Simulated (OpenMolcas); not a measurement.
**Mn³⁺ among point charges: CASSCF and CASPT2 levels and susceptibility**

How does a field of 6 point charges split the states of Mn³⁺, and what χT follows?

The numbers are computed with OpenMolcas 26.06 (state-averaged CASSCF and CASPT2, spin-orbit coupling by RASSI with atomic mean-field integrals), except any that are marked as measured or tabulated.

## (1) What is computed

| Quantity | Value |
| --- | --- |
| Species | Mn³⁺ (manganese, Z = 25, 22 electrons) |
| Basis | ANO-RCC-VDZP [5s4p2d1f], 34 functions |
| Scalar Hamiltonian | DKH2, point nucleus |
| Inactive shells | 1s 2s 2p 3s 3p |
| Active space | 4 electrons in 5 orbitals (3d) |
| Some configurations of this space | 3d⁴ |
| Orbitals | optimised for each spin and parity, averaged over all roots |

Outer shells as boxes (Hund's rule):

3d4
```
3d [↑ ][↑ ][↑ ][↑ ][  ]
```

The ion sits among 6 point charges of -1 e arranged as an octahedron (Oh), 1.58 Å from the ion.

The work runs as a chain of OpenMolcas steps in one folder; each step below is one input file. Labels, J, g values, rates, χT and fits are worked out afterwards by a script from the matrices that RASSI stores. The input lists half of the charges; inversion (Group=XYZ) makes the rest.

## (2) One- and two-electron integrals

a.inp

```
&GATEWAY
Coord
1

Mn 0.0 0.0 0.0
Basis=ANO-RCC-VDZP
Group=XYZ
NoMove
AngMom=0.0 0.0 0.0
AMFI
XField
3 Angstrom 0
1.580000 0.000000 0.000000 -1.000000
0.000000 1.580000 0.000000 -1.000000
0.000000 0.000000 1.580000 -1.000000
&SEWARD
```

Command:

```bash
$ OMP_NUM_THREADS=1 MOLCAS_MEM=1689 MOLCAS_PROJECT=a pymolcas a.inp > a.log
```

## (3) Reference wave functions, quintets of even parity, 5 roots

a.inp

```
&RASSCF
FileOrb=start.orb
Symmetry=1
Spin=5
nActEl=4 0 0
Inactive=3 6
Ras2=5 0
CIRoot=5 5 1
SDav=5
CIMx=300
Iter=120 100
PrWF=0.3
OrbListing=Nothing
MaxOrb=0
>>> COPY $Project.JobIph JOB001
```

start.orb holds the contracted functions of the basis, ordered by shell, or the orbitals of the step before.

## (4) Reference wave functions, triplets of even parity, 45 roots

a.inp

```
&RASSCF
FileOrb=start.orb
Symmetry=1
Spin=3
nActEl=4 0 0
Inactive=3 6
Ras2=5 0
CIRoot=45 45 1
SDav=45
CIMx=300
Iter=120 100
PrWF=0.3
OrbListing=Nothing
MaxOrb=0
>>> COPY $Project.JobIph JOB002
```

## (5) Reference wave functions, singlets of even parity, 50 roots

a.inp

```
&RASSCF
FileOrb=start.orb
Symmetry=1
Spin=1
nActEl=4 0 0
Inactive=3 6
Ras2=5 0
CIRoot=50 50 1
SDav=50
CIMx=300
Iter=120 100
PrWF=0.3
OrbListing=Nothing
MaxOrb=0
>>> COPY $Project.JobIph JOB003
```

## (6) State interaction with spin-orbit coupling

a.inp

```
&RASSI
NrOfJobIphs=3 5 45 50
1 2 3 4 5
1 2 3 4 5 6 7 8 9 10 11 12 13 14 15 16 17 18 19 20 21 22 23 24 25 26 27
28 29 30 31 32 33 34 35 36 37 38 39 40 41 42 43 44 45
1 2 3 4 5 6 7 8 9 10 11 12 13 14 15 16 17 18 19 20 21 22 23 24 25 26 27
28 29 30 31 32 33 34 35 36 37 38 39 40 41 42 43 44 45 46 47 48 49 50
IphNames
JOB001
JOB002
JOB003
EJob
SpinOrbit
DIPRint=1.0
SOCoupling=1000.0
Subsets=2
Property=9
'ANGMOM' 1 'ANGMOM' 2 'ANGMOM' 3 'MLTPL  1' 1 'MLTPL  1' 2 'MLTPL  1' 3
'AMFI' 1 'AMFI' 2 'AMFI' 3
SOProperty=3
'ANGMOM' 1 'ANGMOM' 2 'ANGMOM' 3
```

## (7) CASPT2: IPEA 0.25, imaginary shift 0.1 (closed shells correlated: 3s 3p)

a.inp

```
>>> COPY JOB001 $Project.JobIph
&CASPT2
Multistate=5 1 2 3 4 5
NoMult
Frozen=2 3
IPEA=0.25
Imaginary=0.1
MaxIter=60
WThr=0.0 0.3 0.05
PrWF=0.5
NoMix
>>> COPY JOB002 $Project.JobIph
&CASPT2
Multistate=45 1 2 3 4 5 6 7 8 9 10 11 12 13 14 15 16 17 18 19 20 21 22
23 24 25 26 27 28 29 30 31 32 33 34 35 36 37 38 39 40 41 42 43 44 45
NoMult
Frozen=2 3
IPEA=0.25
Imaginary=0.1
MaxIter=60
WThr=0.0 0.3 0.05
PrWF=0.5
NoMix
>>> COPY JOB003 $Project.JobIph
&CASPT2
Multistate=50 1 2 3 4 5 6 7 8 9 10 11 12 13 14 15 16 17 18 19 20 21 22
23 24 25 26 27 28 29 30 31 32 33 34 35 36 37 38 39 40 41 42 43 44 45 46
47 48 49 50
NoMult
Frozen=2 3
IPEA=0.25
Imaginary=0.1
MaxIter=60
WThr=0.0 0.3 0.05
PrWF=0.5
NoMix
```

(Steps that only read results are left out.)

**Question.** What will these runs give? Wanted: spin-free ground state; first state of the same spin within the active space; lowest level; next level.

The runs gave:

| quantity | value |
| --- | --- |
| method | SS-CASPT2, IPEA 0.25, imaginary shift 0.1 (closed shells correlated: 3s 3p) |
| spin-free ground state | 5E, 2-fold in its orbital part |
| first state of the same spin within the active space | 5T2 at 5900 cm⁻¹ |
| lowest level | 1-fold A1 |
| next level | 15.5 cm⁻¹ |
| χT at 300 K | 2.86 cm³ K/mol |
| effective moment at 300 K | 4.78 μB |

Cost by method:

| method | time of its own steps | time with the reference |
| --- | --- | --- |
| A. CASSCF | 64 s | 64 s |
| B. SS-CASPT2, IPEA 0.25, imaginary shift 0.1, +3s 3p | 14 s | 78 s |

Times are of one thread on a shared host.

The spin-free ground state (5E) comes to 100 % from free-ion D terms and keeps the highest spin of the shell. χT at 300 K is 2.86, against 3.01 cm³ K/mol for the spin alone; near agreement at one temperature doesn't show that the orbital moment is quenched. An active space of the d shell alone favours high spin; real ions in strong fields can be low spin. CASPT2 does not keep the components of a term degenerate, and the means are used. An orbital doublet at a regular site is open to a Jahn-Teller distortion, which this geometry leaves out. The field of point charges can differ much from that of real complexes. With metal d orbitals alone active, the gaps between spin states are rough; where two lie within a few thousand cm-1, their order is open. This is an electrostatic model: the charges have no orbitals.
